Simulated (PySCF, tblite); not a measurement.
# C₇H₅O radical: geometry, infrared bands and EPR parameters

Aim: predict the infrared bands and EPR parameters of C₇H₅O radical (`[O]c1ccc2c(c1)C2`).

Computed with tblite 0.8.0 and PySCF 2.14.0, with density-fitted response routines of our own, on a single molecule in the gas phase. Atoms count from 0, in the outputs and in this text.

## Step 1: Starting geometry

13 atoms, charge 0, multiplicity 2; geometry from: force field or distance geometry start.

Bonds of the start (Å): O0–C1 1.27, C1–C2 1.40, C2–C3 1.38, C3–C4 1.37, C4–C5 1.38, C5–C6 1.37, C5–C7 1.55, C6–C1 1.45, C7–C4 1.38, C2–H8 1.09, C3–H9 1.07, C6–H10 1.10, C7–H11 1.08, C7–H12 1.08.

## Step 2: Optimising the geometry with GFN2-xTB

What the job is given:

```
{"job": {"kind": "relax", "xc": "GFN2-xTB", "basis": "xTB"}, "charge": 0, "multiplicity": 2}
O     -2.757600    -1.058200     0.452000
C     -1.618200    -0.540100     0.250700
C     -1.398300     0.839500     0.176100
C     -0.148800     1.370400    -0.044500
C      0.817100     0.407500    -0.132900
C      0.870700    -0.974400    -0.094600
C     -0.427100    -1.350300     0.113700
C      2.102600    -0.052800    -0.306900
H     -2.256800     1.505200     0.273400
H      0.041300     2.418900    -0.103800
H     -0.603800    -2.434400     0.186000
H      2.555600    -0.104300    -1.288000
H      2.819000    -0.026400     0.501100
```

On the command line:

```
OMP_NUM_THREADS=1 python probes_run.py task.json out
```

This one command runs all jobs of the session in turn.

**Question.** This job is followed by: GFN2-xTB harmonic vibrations, gas phase; UKS B3LYP, pcH-1 on C H O, non-relativistic, mean-field spin-orbit, GIAO. What will the session give for the following? strongest single infrared mode (GFN2-xTB); zero-point energy (GFN2-xTB); g(iso) (B3LYP); ⟨S²⟩; largest a(iso) (averaged by class); potential on the surface of density 0.002 e/bohr³, 1st and 99th percentile.

**Answer**, as computed:

| quantity | value |
| --- | --- |
| strongest single infrared mode (GFN2-xTB) | 1558 cm⁻¹, 227 km/mol |
| zero-point energy (GFN2-xTB) | 58.3 kcal/mol |
| g(iso) (B3LYP) | 2.00530 |
| ⟨S²⟩ | 0.782 (exact 0.75) |
| largest a(iso) (averaged by class) | 1H on H11, H12, 54.6 MHz |
| potential on the surface of density 0.002 e/bohr³, 1st and 99th percentile | -1.84 V and 1.21 V |

Over 21 steps the energy fell by 1.092 eV; of the close pairs, C4–C7 changed most, 1.376 to 1.480 Å. All 33 modes are real, so the xTB geometry is a minimum. The strongest single mode, at 1558 cm⁻¹, moves mainly C1 and O0. Unscaled tight-binding wavenumbers are off by several per cent, some by more. Its intensities can rank the bands wrongly. The largest spin populations lie on C2 (0.43 e), C4 (0.40 e), O0 (0.36 e). The isotropic g lies 3.0 ppt above the free-electron value. The conformer search found further structures of the same energy, which may be mirror or relabelled copies of this one.
